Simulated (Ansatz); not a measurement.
**CH₃FOS₂W: basis-set convergence**

How large a basis does CH₃FOS₂W need? Two functionals are run in growing sets.

Computed with Ansatz 0.2.0, Gaussian basis. Level: one geometry, several basis sets.

The runs, in order: PBE0-D4/def2-SVP; ωB97M-V/def2-SVP; PBE0-D4/def2-QZVPP; ωB97M-V/def2-QZVPP; the functionals' def2-TZVPP values are taken from earlier runs.

## 1. The geometry

An earlier PBE0-D4 in a triple-zeta def2 set relaxation fixed the geometry. W takes the def2 core potential; no spin-orbit term is included.

SMILES `C[O][W]([F])(=[S])=[S]`, 9 atoms, charge 0, spin multiplicity 1.

Atoms are counted from 1 here; the program's logs count them from 0.

Bond lengths: C1–O2 1.406 Å, C1–H7 1.093 Å, C1–H8 1.093 Å, C1–H9 1.091 Å, O2–W3 1.829 Å, W3–F4 1.853 Å, W3–S5 2.123 Å, W3–S6 2.123 Å. Angles: O2–C1–H7 109.6°, O2–C1–H8 109.6°, O2–C1–H9 108.3°, H7–C1–H8 109.8°, H7–C1–H9 109.8°, H8–C1–H9 109.8°, C1–O2–W3 145.0°, O2–W3–F4 111.1°, O2–W3–S5 108.0°, O2–W3–S6 108.0°, F4–W3–S5 110.7°, F4–W3–S6 110.7°, S5–W3–S6 108.1°.

## 2. PBE0-D4 in def2-SVP

The input, in.yaml:

```yaml
crystal:
  periodic: [false, false, false]
  atoms:
    - {symbol: C, position_ang: [0.919116, -1.320818, -0.039296]}
    - {symbol: O, position_ang: [-0.255710, -0.556673, -0.149344]}
    - {symbol: W, position_ang: [-0.971691, 1.119641, -0.004360]}
    - {symbol: F, position_ang: [-2.795851, 1.097209, -0.331879]}
    - {symbol: S, position_ang: [0.024825, 2.382551, -1.390045]}
    - {symbol: S, position_ang: [-0.568523, 1.837230, 1.952611]}
    - {symbol: H, position_ang: [1.321142, -1.231753, 0.972827]}
    - {symbol: H, position_ang: [1.656525, -0.965119, -0.762859]}
    - {symbol: H, position_ang: [0.670168, -2.362268, -0.247653]}
basis:
  gaussian: {orbitals: def2-SVP}
hamiltonian: {xc: pbe0, dispersion: d4}
output: {orbitals: {seedname: orbitals}}
```

Run with:

```bash
> ansatz run in.yaml --threads 8 --pin off --events-out ev --progress --plain --max-ram 18278MiB
```

Further steps of the session: ωB97M-V in def2-SVP; PBE0-D4 in def2-QZVPP; ωB97M-V in def2-QZVPP.

**Question.** What will the summary of the whole plan be? Wanted: PBE0-D4: double and triple zeta above quadruple; ωB97M-V: double and triple zeta above quadruple.

The runs gave:

| quantity | value |
| --- | --- |
| PBE0-D4: double and triple zeta above quadruple | 16.10, 1.00 eV |
| ωB97M-V: double and triple zeta above quadruple | 16.20, 0.95 eV |

What this shows: For PBE0-D4 the step from double to triple zeta gains 15.10 eV and the next only 1.00 eV. Total energies overstate the basis error of differences, where much of it tends to cancel.
